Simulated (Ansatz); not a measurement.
# Si₃H₈O: a ladder of functionals and wavefunction methods

One table from this session's results is given with a row withheld; the runs are named, their logs left out.

The runs use Ansatz 0.2.0, Gaussian basis; functionals in def2-TZVPP, the program's frozen cores in correlated methods.

The runs, in order: LDA (SPW92), PBE-D4, revPBE-D4, BLYP-D4, r2SCAN-D4, B97M-V, PBE0-D4, B3LYP-D4, r2SCANh-D4, r2SCAN0-D4, HSE06-D4, BHLYP-D4, CAM-B3LYP-D4, LC-ωPBE, ωB97X-V, ωB97M-V, B2PLYP, PBE-QIDH; CCSD(T)/def2-SVP; CCSD(T)/def2-TZVPP; MP2/def2-QZVPP; extrapolation to the limit; RPA on PBE.

## Structure used throughout

An earlier PBE0-D4 in a triple-zeta def2 set relaxation fixed the geometry.

SMILES `O[SiH]([SiH3])[SiH3]`, 12 atoms, charge 0, spin multiplicity 1.

Atoms are counted from 1 here; the program's logs count them from 0.

Bond lengths: O1–Si2 1.660 Å, O1–H5 0.958 Å, Si2–Si3 2.339 Å, Si2–Si4 2.349 Å, Si2–H6 1.496 Å, Si3–H7 1.489 Å, Si3–H8 1.487 Å, Si3–H9 1.487 Å, Si4–H10 1.491 Å, Si4–H11 1.488 Å, Si4–H12 1.489 Å. Angles: Si2–O1–H5 117.3°, O1–Si2–Si3 106.9°, O1–Si2–Si4 112.2°, O1–Si2–H6 110.9°, Si3–Si2–Si4 110.8°, Si3–Si2–H6 109.0°, Si4–Si2–H6 107.0°, Si2–Si3–H7 108.2°, Si2–Si3–H8 110.5°, Si2–Si3–H9 111.5°, H7–Si3–H8 108.6°, H7–Si3–H9 108.8°, H8–Si3–H9 109.0°, Si2–Si4–H10 110.7°, Si2–Si4–H11 111.2°, Si2–Si4–H12 109.6°, H10–Si4–H11 108.1°, H10–Si4–H12 108.4° and more.

Set-up of the first run:

Input file in.yaml:

```yaml
crystal:
  periodic: [false, false, false]
  atoms:
    - {symbol: O, position_ang: [-1.487995, 1.437904, -0.423562]}
    - {symbol: Si, position_ang: [-0.019949, 0.761348, -0.046444]}
    - {symbol: Si, position_ang: [-0.266729, -0.284932, 2.030853]}
    - {symbol: Si, position_ang: [0.695367, -0.774935, -1.673024]}
    - {symbol: H, position_ang: [-1.555654, 1.906704, -1.256834]}
    - {symbol: H, position_ang: [1.040733, 1.811175, 0.060369]}
    - {symbol: H, position_ang: [1.043702, -0.881006, 2.411326]}
    - {symbol: H, position_ang: [-1.277129, -1.373286, 1.949785]}
    - {symbol: H, position_ang: [-0.678075, 0.681865, 3.083612]}
    - {symbol: H, position_ang: [0.743346, -0.135031, -3.018712]}
    - {symbol: H, position_ang: [-0.222224, -1.944017, -1.748168]}
    - {symbol: H, position_ang: [2.061607, -1.260991, -1.335001]}
basis:
  gaussian: {orbitals: def2-TZVPP}
hamiltonian: {xc: lda}
output: {orbitals: {seedname: orbitals}}
```

Started as:

```console
$ ansatz run in.yaml --threads 4 --pin off --events-out ev --progress --plain --max-ram 10444MiB
```

Steps of the session up to this table: LDA; PBE-D4 (GGA); revPBE-D4 (GGA); BLYP-D4 (GGA); r2SCAN-D4 (meta-GGA); B97M-V (meta-GGA); B3LYP-D4 (hybrid); r2SCANh-D4 (hybrid); r2SCAN0-D4 (hybrid); HSE06-D4 (hybrid); BHLYP-D4 (hybrid); CAM-B3LYP-D4 (range-separated); LC-ωPBE (range-separated); ωB97X-V (range-separated); ωB97M-V (range-separated); B2PLYP (double hybrid); PBE-QIDH (double hybrid).

One of the session's tables, all rows but one given; the rest of the session is left out.

It belongs to the step «Frontier levels by functional». 

```
  functional  HOMO (eV)  gap (eV)
 LDA (SPW92)          ?         ?
      PBE-D4      -6.50      4.87
   revPBE-D4      -6.46      4.92
     BLYP-D4      -6.37      4.90
   r2SCAN-D4      -6.75      5.39
      B97M-V      -6.90      5.31
     PBE0-D4      -7.62      6.83
    B3LYP-D4      -7.43      6.46
  r2SCANh-D4      -7.16      6.09
  r2SCAN0-D4      -7.78      7.14
    HSE06-D4      -7.23      6.07
    BHLYP-D4      -8.63      8.76
CAM-B3LYP-D4      -8.87      9.13
     LC-ωPBE     -10.15     11.51
     ωB97X-V      -9.84     11.07
     ωB97M-V      -9.60     10.54
```

**Question.** Estimate the row for LDA (SPW92).

**Answer.** HOMO (eV): -6.59; gap (eV): 4.77. In the column «HOMO (eV)» it lies between r2SCAN-D4 (-6.75) and PBE-D4 (-6.50).
